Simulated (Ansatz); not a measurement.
# AlGaHP: the cost of one run

Program: Ansatz 0.2.0, Gaussian basis. Level of theory: cc-pVTZ, core rule «outside noble gas», up to 24 orbitals frozen. These are calculated values, not measurements.

Plan: UHF; CCSD(T) on ROHF; CCSD(T) on UHF; BCCD(T) on ROHF; CCSDT(Q) on ROHF; CCSDT(Q) on UHF.

4 further runs of the same task are left out: 4 set aside as unsound or not needed. Runs told in other sessions of the task aren't counted.

## 1. The system

The geometry is a PBE0/def2-TZVP stationary point (not a proven minimum) of the parent state, kept for this charge and spin. No spin-orbit coupling is included. The filled d shell of Ga may be among the frozen orbitals whatever the setting's name suggests.

4 atoms, charge 1, spin multiplicity 2.

Atoms are counted from 1 here; the program's logs count them from 0.

Bond lengths: Al1–Ga2 2.709 Å, Ga2–P3 2.163 Å, P3–H4 1.441 Å. Angles: Al1–Ga2–P3 178.3°, Ga2–P3–H4 81.0°.

Coordinates:

```xyz
4

Al    0.0000   -0.2961    3.0555
Ga    0.0000   -0.3759    0.3481
P     0.0000   -0.3753   -1.8148
H     0.0000    1.0474   -1.5888
```

## 2. UHF

File in.yaml:

```yaml
crystal:
  periodic: [false, false, false]
  atoms:
    - {symbol: Al, position_ang: [0.000014, -0.296100, 3.055479]}
    - {symbol: Ga, position_ang: [-0.000017, -0.375941, 0.348115]}
    - {symbol: P, position_ang: [0.000017, -0.375332, -1.814837]}
    - {symbol: H, position_ang: [-0.000014, 1.047374, -1.588757]}
basis:
  gaussian: {orbitals: cc-pVTZ}
total_charge: 1
magnetization: {spin_polarized: true, initial_magnetization: 1}
hamiltonian: {xc: hf}
output: {orbitals: {seedname: orbitals}}
```

The run is started by

```sh
> ansatz run in.yaml --threads 1 --pin off --events-out ev --progress --plain --max-ram 2816MiB --backend cpu
```

Q: Estimate wall time and peak memory on 1 thread of AMD EPYC 7R13, shared host.

About 48 s, with a peak of 0.57 GiB.
